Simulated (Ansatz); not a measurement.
A run of Ansatz 0.2.0 is set up as follows.

File input.yaml:

```yaml
crystal:
  lattice:
    - [0.0, 2.77452, 2.77452]
    - [2.77452, 0.0, 2.77452]
    - [2.77452, 2.77452, 0.0]
  atoms:
    - { symbol: Yb, position: [0.5, 0.5, 0.5], spin: 1.0 }
    - { symbol: Ru, position: [0.0, 0.0, 0.0], spin: 1.0 }
hamiltonian:
  xc: pbe
  pseudopotentials: { kind: paw }
magnetization:
  spin_polarized: true
kpoints:
  mp_grid: { grid: [6, 6, 6] }
  band_path:
    path:
      - [[0.0, 0.0, 0.0], [0.5, 0.0, 0.5], [0.5, 0.25, 0.75], [0.375, 0.375, 0.75], [0.0, 0.0, 0.0], [0.5, 0.5, 0.5], [0.625, 0.25, 0.625], [0.5, 0.25, 0.75], [0.5, 0.5, 0.5], [0.375, 0.375, 0.75]]
      - [[0.625, 0.25, 0.625], [0.5, 0.0, 0.5]]
    npoints: 14
scf:
  occupations: { method: fermi_dirac, width: 0.05 }
  n_extra_bands: 6
output:
  forces: true
  stress: true
  eigenvalues: true
  fatbands: true
```

Potentials or basis: Ansatz PAW.

Run with:

```console
$ ansatz run input.yaml --threads 2 --pin off --max-ram 5632MiB --backend cpu --events-out ev --progress --plain --runs-dir out
```

Task: What does it give for the net moment?

Result: 0.95 μB per cell.

Task: Estimate the pressure.

Result: 0.6 GPa.

Task: What does it give for the band gap on the k mesh?

Result: None (metal or under the smearing width).

Levels at the corners of the path, in eV from the Fermi level:
Spin up:
```tsv
point	band 18	band 19	band 20	band 21	band 22	band 23	band 24	band 25
Γ	-0.67	-0.67	-0.67	-0.67	6.19	6.19	6.19	8.59
X	-0.58	-0.58	-0.38	-0.38	1.26	5.29	6.17	6.17
W	-0.64	-0.61	-0.34	0.24	2.70	2.88	2.88	7.03
K	-0.55	-0.51	-0.34	-0.33	2.07	2.90	4.52	6.22
Γ	-0.67	-0.67	-0.67	-0.67	6.19	6.19	6.19	8.59
L	-0.36	-0.36	0.06	0.06	1.52	2.71	2.71	6.20
U	-0.55	-0.51	-0.34	-0.33	2.07	2.90	4.52	6.22
W	-0.64	-0.61	-0.34	0.24	2.70	2.88	2.88	7.03
L	-0.36	-0.36	0.06	0.06	1.52	2.71	2.71	6.20
K	-0.55	-0.51	-0.34	-0.33	2.07	2.90	4.52	6.22
U	-0.55	-0.51	-0.34	-0.33	2.07	2.90	4.52	6.22
X	-0.58	-0.58	-0.38	-0.38	1.26	5.29	6.17	6.17
```
Spin down:
```tsv
point	band 17	band 18	band 19	band 20	band 21	band 22
Γ	-0.54	-0.53	-0.41	-0.41	-0.41	6.36
X	-0.47	-0.43	-0.39	0.23	0.23	1.26
W	-0.44	-0.40	-0.40	0.25	0.45	2.75
K	-0.44	-0.31	-0.27	-0.19	0.18	2.26
Γ	-0.54	-0.53	-0.41	-0.41	-0.41	6.36
L	-0.40	-0.03	-0.03	0.45	0.45	1.88
U	-0.44	-0.31	-0.27	-0.19	0.18	2.26
W	-0.44	-0.40	-0.40	0.25	0.45	2.75
L	-0.40	-0.03	-0.03	0.45	0.45	1.88
K	-0.44	-0.31	-0.27	-0.19	0.18	2.26
U	-0.44	-0.31	-0.27	-0.19	0.18	2.26
X	-0.47	-0.43	-0.39	0.23	0.23	1.26
```

Caveat: spin-orbit coupling is left out, which moves the levels of the heavy elements; without U or exact exchange the open f shell lies at the Fermi level, which spoils levels, moments and volumes. The state reached can hang on the start; a lower one may exist.
